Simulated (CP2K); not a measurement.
Crystal: AgRh.

```
Ag Rh
1.0
     2.77759    0.00000    0.00000
    -1.38879    2.40546    0.00000
     0.00000    0.00000    4.80860
Ag Rh
1 1
Direct
  0.00000 0.00000 0.50000
  0.66667 0.33333 0.00000
```

The cell comes from a database or a generator and needn't be the stable form of this composition.

Program: CP2K 2026.2. Alike in all runs: task band structure; no spin polarisation; cell as given; k mesh 11 × 11 × 6.

Task: Order these runs on this cell by their pressure, lowest first.
A. level LDA; potentials or basis GTH_POTENTIALS Ag GTH-PADE-q11, Rh GTH-PADE-q17; TZVP-MOLOPT-PBE-GTH basis; smearing fermi-dirac 0.0259 eV; EPS_DEFAULT 1.0E-9; NGRIDS 4; points a segment of the path (NPOINTS) 10; bands added on the path 6; CUTOFF of the grids 450 Ry
B. level PBEsol; potentials or basis POTENTIAL_UZH Ag GTH-PBE-q11, Rh GTH-PBE-q17; TZVP-MOLOPT-PBE-GTH basis; smearing fermi-dirac 0.01 eV; EPS_DEFAULT 1.0E-9; NGRIDS 5; points a segment of the path (NPOINTS) 6; bands added on the path 6; CUTOFF of the grids 450 Ry
C. level r2SCAN; potentials or basis POTENTIAL_UZH Ag GTH-SCAN-q11, Rh GTH-SCAN-q17; TZVP-MOLOPT-SCAN-GTH basis; smearing fermi-dirac 0.05 eV; EPS_DEFAULT 1.0E-10; NGRIDS 4; points a segment of the path (NPOINTS) 10; bands added on the path 4; CUTOFF of the grids 675 Ry

Result: A (-16.3 GPa), B (-9.7 GPa), C (-2.5 GPa).

Caveats: the basis of atomic orbitals isn't converged, which shifts pressures, moduli and gaps; the potentials were made for another functional, which shifts forces and pressure (some runs); so large a pressure means that the cell lies far from this level's equilibrium, or that cutoff or potentials fall short (some runs).

Runs at the PBE level aren't shown here.
